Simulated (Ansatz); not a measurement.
# HfB2: the cost of one run

Program: Ansatz 0.2.0 through its Python package. The levels of theory stand in the script. These are calculated values, not measurements.

## Step 1: The system

The structure is hexagonal, space group P6/mmm (No. 191). Conventional cell: a = 3.140 Å, b = 3.140 Å, c = 3.480 Å, α = 90.00°, β = 90.00°, γ = 120.00°. Around Hf (site symmetry 6/mmm) lie 12 B at 2.51 Å. Around B (site symmetry -6m2) lie 3 B at 1.81 Å and 6 Hf at 2.51 Å.

No structure file is read: the coordinates are typed or built in the script.

## Step 2: Script

lattice_hfb2.py reads:

```python
"""How the lattice of HfB2 depends on the functional."""

import warnings

import ansatz as az
import numpy as np

def edges_and_angles(cell):
    cell = np.asarray(cell)
    a, b, c = np.linalg.norm(cell, axis=1)
    cosines = cell[1] @ cell[2] / (b * c), cell[0] @ cell[2] / (a * c), cell[0] @ cell[1] / (a * b)
    return (a, b, c, *np.degrees(np.arccos(cosines)))


def main() -> None:
    warnings.simplefilter("ignore", az.DeckWarning)

    cell = (
        az.Lattice.from_parameters(3.14, 3.14, 3.48, alpha=90.0, beta=90.0, gamma=120.0)
        .atom("Hf", [0.0, 0.0, 0.0])
        .atom("B", [1 / 3, 2 / 3, 0.5])
        .atom("B", [2 / 3, 1 / 3, 0.5])
    )

    calculation = (
        cell.calculation()
        .kpoints(spacing=0.2)
        .occupations(az.OccupationsMethod.FERMI_DIRAC, width=100 * az.meV)
        .relax(cell=True, force_tolerance=0.005)  # relax until the tolerances are met
    )

    levels = [("pbe", "d3bj"), ("revpbe", "d3bj"), ("r2scan", "d4"), ("pbesol", "none")]
    print("level            a       b       c    alpha   beta  gamma  V/atom  steps")
    for name, dispersion in levels:
        seen = []
        run = calculation.functional(name, dispersion=dispersion).session().plan()
        outcome = run.execute(on_event=lambda e: seen.append(e) if e["event"] == "relax_step" else None)
        cell = outcome.lattice.cell_ang
        label = name if dispersion == "none" else f"{name}+{dispersion}"
        print("{:13s} {:7.4f} {:7.4f} {:7.4f} {:6.2f} {:6.2f} {:6.2f}".format(label, *edges_and_angles(cell)), f"{abs(np.linalg.det(cell)) / len(outcome.lattice.sites):7.3f} {len(seen):5d}")


if __name__ == "__main__":
    main()
```

## Step 3: The input behind the calls

The engine receives this input (first run):

```yaml
crystal:
  lattice:
    a: 3.14
    b: 3.14
    c: 3.48
    alpha: 90.0
    beta: 90.0
    gamma: 120.0
  atoms:
    - { symbol: Hf, position: [0.0, 0.0, 0.0] }
    - { symbol: B, position: [0.3333333333333333, 0.6666666666666666, 0.5] }
    - { symbol: B, position: [0.6666666666666666, 0.3333333333333333, 0.5] }
kpoints:
  mp_grid:
    kspacing: 0.2
hamiltonian:
  xc: pbe
  dispersion: d3bj
scf:
  occupations:
    method: fermi_dirac
    width: 0.1
relax:
  f_tol: 0.005
  cell: {}
```

## Step 4: The run

Run with:

```console
python lattice_hfb2.py
```

Q: Estimate wall time and peak memory on 1 thread of Arm Neoverse V2, shared host.

About 72 s, with a peak of 0.55 GiB.
